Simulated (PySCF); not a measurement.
# F4Ge: the cost of one run

Programs: PySCF 2.14.0, with density-fitted response routines of our own. Each step states its level of theory. These are calculated values for one molecule in the gas phase, unless marked as measured. Atoms are numbered from 0 throughout.

**1. The molecule as given**

5 atoms, charge 0, multiplicity 1; geometry from: GFN2-xTB.

Bonds of the start (Å): F0–Ge1 1.67, Ge1–F2 1.67, Ge1–F3 1.67, Ge1–F4 1.67.

**2. Optimising the geometry at PBE0-D3(BJ)/def2-SVP**

Job settings and geometry (Å):

```
{"job": {"xc": "PBE0", "basis": "def2-SVP", "d3": "d3bj", "grid": 1, "kind": "geom"}, "charge": 0, "multiplicity": 1}
F      1.275220    -1.082340    -0.094130
Ge     0.003330     0.001080    -0.007420
F      0.606680     1.561390    -0.007270
F     -1.007060    -0.205350    -1.324880
F     -0.860920    -0.269070     1.399330
```

On the command line:

```sh
$ OMP_NUM_THREADS=1 python probes_run.py task.json out
```

The driver reads the jobs from task.json and runs them one after another.

Q: Estimate the wall time and peak memory of this first job on 1 thread of Arm Neoverse V2, shared host.

About 6.9 s, with a peak of 0.35 GiB.
